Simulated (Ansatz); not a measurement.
# BH7SeSi2: the cost of one run

Computed with the Python package of Ansatz 0.2.0. Level of theory: B3LYP/def2-SVPD.

## 1. The structure

Bond lengths: B1–Si2 1.877 Å, Si2–Se3 2.266 Å, Se3–Si4 2.218 Å, B1–H5 1.237 Å, B1–H6 1.194 Å, Si2–H7 1.493 Å, Si2–H8 1.474 Å, Si4–H9 1.400 Å, Si4–H10 1.529 Å, Si4–H11 1.500 Å. Angles (14 of 16 angles, heavy atoms first): B1–Si2–Se3 108.7°, Si2–Se3–Si4 92.2°, B1–Si2–H7 110.5°, B1–Si2–H8 110.8°, Se3–Si2–H7 109.2°, Se3–Si2–H8 110.4°, Si2–B1–H5 121.1°, Si2–B1–H6 123.8°, Se3–Si4–H9 112.8°, Se3–Si4–H10 108.1°, Se3–Si4–H11 111.1°, H7–Si2–H8 107.1°, H5–B1–H6 115.1°, H9–Si4–H10 109.3°.

No structure file is read: the coordinates are typed or built in the script.

## 2. The code

run_tae.py

```python
"""Atomisation energy of BH7SeSi2 at the given geometry."""

from collections import Counter

import ansatz as az
from ase import Atoms


def single_point(molecule, charge=0, unpaired=0):
    calc = (
        molecule.calculation()
        .basis(gaussian="def2-SVPD")
        .functional("b3lyp")
    )
    if charge:
        calc = calc.charge(charge)
    if unpaired:
        calc = calc.spin("collinear", total=unpaired)
    return calc.run(threads=1, pin="off").report["free_energy_ev"]

atoms = Atoms(["B", "Si", "Se", "Si", "H", "H", "H", "H", "H", "H", "H"], positions=[
    (-0.9312, 1.5767, -0.5991),
    (0.8546, 1.0267, -0.4202),
    (1.0896, -0.0528, 1.5585),
    (0.0236, -1.8459, 0.8042),
    (-1.3102, 2.2023, -1.5972),
    (-1.7667, 1.4018, 0.2364),
    (1.7707, 2.205, -0.4474),
    (1.2465, 0.1467, -1.5352),
    (0.6144, -2.3855, -0.3449),
    (-1.4182, -1.4444, 0.4898),
    (-0.1077, -2.8877, 1.8757),
])
mol = az.Crystal.molecule_from_ase(atoms)

# Hund ground states
unpaired = {"B": 1, "Si": 2, "Se": 2, "H": 1}
counts = Counter(site.symbol for site in mol.cartesian_sites)
atom_energy = {s: single_point(az.Crystal.molecule().atom(s, (0, 0, 0)), 0, unpaired[s]) for s in counts}
whole = single_point(mol, 0, 0)
for s, e in atom_energy.items():
    print(f"{s:2s} x{counts[s]}  {e:14.5f} eV")
print(f"BH7SeSi2: {whole:.5f} eV")
split = sum(counts[s] * e for s, e in atom_energy.items()) - whole
print(f"atomisation energy (no zero-point term): {23.060548 * split:.1f} kcal/mol, {split / sum(counts.values()):.3f} eV an atom")
```

## 3. Running it

The run is started by

```bash
$ python run_tae.py
```

What time and memory should one allow on 1 thread of Arm Neoverse V1, shared host?

About 13 s, with a peak of 0.47 GiB.
